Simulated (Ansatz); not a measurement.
# BeBH₃ (singlet): wave-function methods side by side at scale of all distances = 1.117, 6-31G

One table from this session's results is given with a row withheld; the runs are named, their logs left out.

Program: Ansatz 0.2.0, Gaussian basis. Level of theory: 6-31G, core rule «outside noble gas», up to 2 orbitals frozen. These are calculated values, not measurements.

The runs, in order: UHF; CCSD(T) on RHF; BCCD(T) on RHF; CISD; CCSDT(Q) on RHF; CCSDTQ on RHF; CASSCF and MRCISD+Q, 2 electrons in 2 orbitals; CASSCF and NEVPT2, 2 electrons in 2 orbitals; Full CI.

19 further runs of the same task are left out: 6 for a known fault of the program, 10 that didn't finish, 3 set aside as unsound or not needed. Runs told in other sessions of the task aren't counted.

### What is computed

The geometry derives from a PBE0/def2-TZVP stationary point (not a proven minimum). All distances are scaled together.

5 atoms, charge 0, spin multiplicity 1.

Atoms are counted from 1 here; the program's logs count them from 0.

Bond lengths: B1–Be2 2.092 Å, B1–H3 1.342 Å, B1–H4 1.342 Å, Be2–H5 1.498 Å. Angles: Be2–B1–H3 123.4°, Be2–B1–H4 123.4°, H3–B1–H4 113.2°, B1–Be2–H5 180.0°.

Set-up of the first run:

The input, in.yaml:

```yaml
crystal:
  periodic: [false, false, false]
  atoms:
    - {symbol: B, position_ang: [0.000000, 0.000000, 0.918503]}
    - {symbol: Be, position_ang: [0.000000, 0.000000, -1.173818]}
    - {symbol: H, position_ang: [0.000000, 1.120553, 1.657796]}
    - {symbol: H, position_ang: [0.000000, -1.120553, 1.657796]}
    - {symbol: H, position_ang: [0.000000, 0.000000, -2.671971]}
basis:
  gaussian: {orbitals: 6-31G}
magnetization: {spin_polarized: true, initial_magnetization: 0}
hamiltonian: {xc: hf}
output: {orbitals: {seedname: orbitals}}
```

Run with:

```console
> ansatz run in.yaml --threads 1 --pin off --events-out ev --progress --plain --max-ram 2393MiB
```

Steps of the session up to this table: UHF; CCSD(T) on RHF; BCCD(T) on RHF; CISD; CCSDT(Q) on RHF; CCSDTQ on RHF; CASSCF and MRCISD+Q, 2 electrons in 2 orbitals; CASSCF and NEVPT2, 2 electrons in 2 orbitals; Full CI.

One of the session's tables, all rows but one given; the rest of the session is left out.

```
     method  from FCI (kJ/mol)
        RHF                  ?
       RMP2              +77.3
       CISD              +20.2
      RCCSD               +7.0
   RCCSD(T)               +2.0
    BCCD(T)               +2.0
     RCCSDT               +0.2
  RCCSDT(Q)               +0.1
    RCCSDTQ                0.0
CASSCF pair             +234.7
NEVPT2 pair              +68.1
        FCI                  0
```

Estimate the missing values for RHF.

**Answer.** from FCI (kJ/mol): +279.3. In the column «from FCI (kJ/mol)» it is the highest.

Not comparable, so not listed: CASSCF and MRCISD+Q, 2 electrons in 2 orbitals (they don't share determinant, frozen orbitals or solution with the rows shown, or repeat one).

Caveats from the session: Warnings in the runs' records: passed over end.
